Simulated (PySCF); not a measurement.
# C₃H₁₁NSi₂: electronic excitations

Aim: predict the electronic excitations of C₃H₁₁NSi₂ (`[SiH3]C[Si@@H]1CCN1`).

Programs: PySCF 2.14.0, with density-fitted response routines of our own. Each step states its level of theory. These are calculated values for one molecule in the gas phase, unless marked as measured. Atoms count from 0, in the outputs and in this text.

## 1. The molecule as given

17 atoms, charge 0, multiplicity 1; geometry from: GFN2-xTB.

Bonds of the start (Å): Si0–C1 1.90, C1–Si2 1.89, Si2–C3 1.91, C3–C4 1.53, C4–N5 1.45, N5–Si2 1.72, Si0–H6 1.47, Si0–H7 1.47, Si0–H8 1.46, C1–H9 1.09, C1–H10 1.09, Si2–H11 1.48, C3–H12 1.08, C3–H13 1.08, C4–H14 1.09, C4–H15 1.10, N5–H16 1.01.

## 2. Excited states and response: PBE0/def2-SVPD

Job settings and geometry (Å):

```
{"job": {"kind": "uv", "xc": "PBE0", "basis": "def2-SVPD", "nstates": 8, "ntriplets": 3}, "charge": 0, "multiplicity": 1}
Si     2.277783    -0.608326    -0.494394
C      1.426826    -0.107101     1.126733
Si    -0.424053     0.276456     1.009899
C     -1.596245    -0.737395    -0.106779
C     -1.868279     0.550812    -0.889740
N     -0.850857     1.369089    -0.247859
H      1.711385    -1.865315    -0.994682
H      3.709129    -0.818859    -0.238153
H      2.134031     0.442987    -1.502391
H      1.922417     0.773502     1.532779
H      1.563692    -0.893141     1.867577
H     -0.973739     0.521562     2.359139
H     -1.137718    -1.509013    -0.716198
H     -2.482897    -1.151933     0.360651
H     -1.697922     0.469325    -1.967733
H     -2.881700     0.932918    -0.725556
H     -0.838852     2.366459    -0.383205
```

Level: TDDFT PBE0/def2-SVPD, vertical, gas phase, core orbitals frozen in the response.

Command:

```
$ OMP_NUM_THREADS=1 python probes_run.py task.json out
```

One launch serves the whole session: the jobs run in the order shown.

What will the session give for the following? lowest singlet (PBE0/def2-SVPD); brightest single state of those computed; lowest triplet. Wanted: lowest singlet; brightest single state of those computed; lowest triplet.

As calculated:

| quantity | value |
| --- | --- |
| lowest singlet (PBE0/def2-SVPD) | 5.58 eV (222 nm), f = 0.006 |
| brightest single state of those computed | state 7, 7.13 eV, f = 0.049 |
| lowest triplet | 5.29 eV |

**Reading.** The lowest singlet, at 5.58 eV, is HOMO→LUMO 0.98 and is weak; of the 8 states computed, the strongest absorption comes from state 7 at 7.13 eV. The lowest triplet lies 0.29 eV below the lowest singlet (triplets in Tamm-Dancoff, singlets in full TDDFT). States above −ε(HOMO) lie where TDDFT describes them poorly and they hang on the basis; the brightest is among them.
